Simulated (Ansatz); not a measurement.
# MP2/def2-SVP (core potential) run of SnSiH3F3 (SMILES [F][Sn]([F])([F])[SiH3])

Aim: the vertical ionisation energy of SnSiH3F3 at MP2/def2-SVP (core potential), from 2 runs. 

The results are computed with Ansatz 0.2.0.

35 further runs of the same task are left out: 35 set aside as unsound or not needed. Runs told in other sessions of the task aren't counted.

### 1 The system as given

SnSiH3F3 has 8 atoms, charge 0, and is taken as a singlet. SMILES: `[F][Sn]([F])([F])[SiH3]`. The coordinates come from a PBE0-D4/def2-TZVP relaxation.

Bond lengths: F1–Sn2 1.903 Å, Sn2–F3 1.903 Å, Sn2–F4 1.903 Å, Sn2–Si5 2.560 Å, Si5–H6 1.480 Å, Si5–H7 1.480 Å, Si5–H8 1.479 Å. Some angles: F1–Sn2–F3 103.4°, F1–Sn2–F4 103.4°, F1–Sn2–Si5 115.2°, F3–Sn2–F4 103.4°, F3–Sn2–Si5 114.9°, F4–Sn2–Si5 115.0°, Sn2–Si5–H6 106.5°, Sn2–Si5–H7 106.3°, Sn2–Si5–H8 106.6°, H6–Si5–H7 112.3°.

### 2 A single-point energy at MP2/def2-SVP (core potential)

The input, in.yaml:

```yaml
crystal:
  periodic: [false, false, false]
  atoms:
    - {symbol: F, position_ang: [0.165300, -2.193800, 1.388300]}
    - {symbol: Sn, position_ang: [0.794500, -0.774800, 0.288000]}
    - {symbol: F, position_ang: [2.267700, -0.076200, 1.269200]}
    - {symbol: F, position_ang: [1.622500, -1.679600, -1.166800]}
    - {symbol: Si, position_ang: [-0.973200, 0.954100, -0.377000]}
    - {symbol: H, position_ang: [-1.479100, 1.542100, 0.882900]}
    - {symbol: H, position_ang: [-0.282200, 1.951000, -1.224200]}
    - {symbol: H, position_ang: [-2.023600, 0.220100, -1.116300]}
basis:
  gaussian:
    orbitals: def2-SVP
correlation:
  method: mp2
  frozen_orbitals: {F: 1, H: 0, Si: 5, Sn: 4}
accuracy: high
```

On the command line:

```sh
$ ansatz run in.yaml --threads 1 --pin off --max-ram 2610MiB --events-out events.jsonl --progress --plain --runs-dir runs
```

Standard output:

```text
Warning: RAYON_NUM_THREADS=1 ignored (pool sized by the plan → 1); use --threads N
Functional definition: HF
  name "HF"
  exchange = exact_x
  correlation = 0
2198 factors; integrals over basis functions are off by at most 5.1e-9 eV
mean field evaluation 1: about -21820.7346 eV, gradient 4.9e1 eV
mean field evaluation 2: about -21820.8664 eV, gradient 4.9e1 eV
mean field evaluation 4: about -21825.8382 eV, gradient 2.6e0 eV
mean field evaluation 8: about -21825.9040 eV, gradient 1.6e-1 eV
mean field evaluation 16: about -21825.9042 eV, gradient 2.7e-8 eV
mean field -21825.90422786 eV, -802.0871862447 hartree, gradient 2.7e-8 eV, S^2 0.000000; 0 other end points of the search recorded, 0 dependent functions left out
12 core orbitals not correlated: weight in the atoms' cores, before any rotation towards them, 1.000 or more for the frozen orbitals, at most 0.000 for the correlated occupied ones
reference -21825.90422786 eV, -802.0871862447 hartree; 21, 21 occupied and 68, 68 virtual orbitals, 2198 factors
second order -20.89856318 eV of doubles, -0.00000000 eV of singles
Total energy: -21846.80279104 eV, -802.8551942760 hartree
```

Wall time 5.1 s (1 thread of Arm Neoverse V2, shared host); peak memory 0.33 GiB.

### 3 The doublet cation, same level

The input, run.yaml:

```yaml
crystal:
  periodic: [false, false, false]
  atoms:
    - {symbol: F, position_ang: [0.165300, -2.193800, 1.388300]}
    - {symbol: Sn, position_ang: [0.794500, -0.774800, 0.288000]}
    - {symbol: F, position_ang: [2.267700, -0.076200, 1.269200]}
    - {symbol: F, position_ang: [1.622500, -1.679600, -1.166800]}
    - {symbol: Si, position_ang: [-0.973200, 0.954100, -0.377000]}
    - {symbol: H, position_ang: [-1.479100, 1.542100, 0.882900]}
    - {symbol: H, position_ang: [-0.282200, 1.951000, -1.224200]}
    - {symbol: H, position_ang: [-2.023600, 0.220100, -1.116300]}
basis:
  gaussian:
    orbitals: def2-SVP
total_charge: 1
magnetization:
  spin_polarized: true
  initial_magnetization: 1
correlation:
  method: mp2
  frozen_orbitals: {F: 1, H: 0, Si: 5, Sn: 4}
accuracy: high
```

On the command line:

```sh
$ ansatz run run.yaml --threads 1 --pin off --max-ram 2610MiB --events-out events.jsonl --progress --plain --runs-dir runs
```

Standard output, shortened:

```text
Warning: RAYON_NUM_THREADS=1 ignored (pool sized by the plan → 1); use --threads N
Functional definition: HF
  name "HF"
[...]
2198 factors; integrals over basis functions are off by at most 5.1e-9 eV
[...]
mean field -21814.17426712 eV, -801.6561181382 hartree, gradient 2.1e-8 eV, S^2 0.768030; 3 other end points of the search recorded, 0 dependent functions left out
12 core orbitals not correlated: weight in the atoms' cores, before any rotation towards them, 1.000 or more for the frozen orbitals, at most 0.000 for the correlated occupied ones
reference -21814.17426712 eV, -801.6561181382 hartree; 21, 20 occupied and 68, 69 virtual orbitals, 2198 factors
second order -20.92350672 eV of doubles, -0.00000000 eV of singles
Total energy: -21835.09777384 eV, -802.4250428276 hartree
```

It took 15 s on 1 thread of Arm Neoverse V2, shared host; peak memory 0.61 GiB.

### 4 Summary of results

Level: MP2/def2-SVP (core potential), 12 core orbitals frozen.

```
                                                      quantity          value
                                singlet SnSiH3F3: total energy  -802.85519 Eh
singlet SnSiH3F3: correlation energy (12 core orbitals frozen)     -768.0 mEh
                                  doublet cation: total energy  -802.42504 Eh
  doublet cation: correlation energy (12 core orbitals frozen)     -768.9 mEh
             doublet cation: ⟨S²⟩ of the reference determinant          0.768
            vertical ionisation energy (to the doublet cation)      11.705 eV
```

Removing an electron at fixed nuclei costs 11.71 eV (270 kcal/mol).
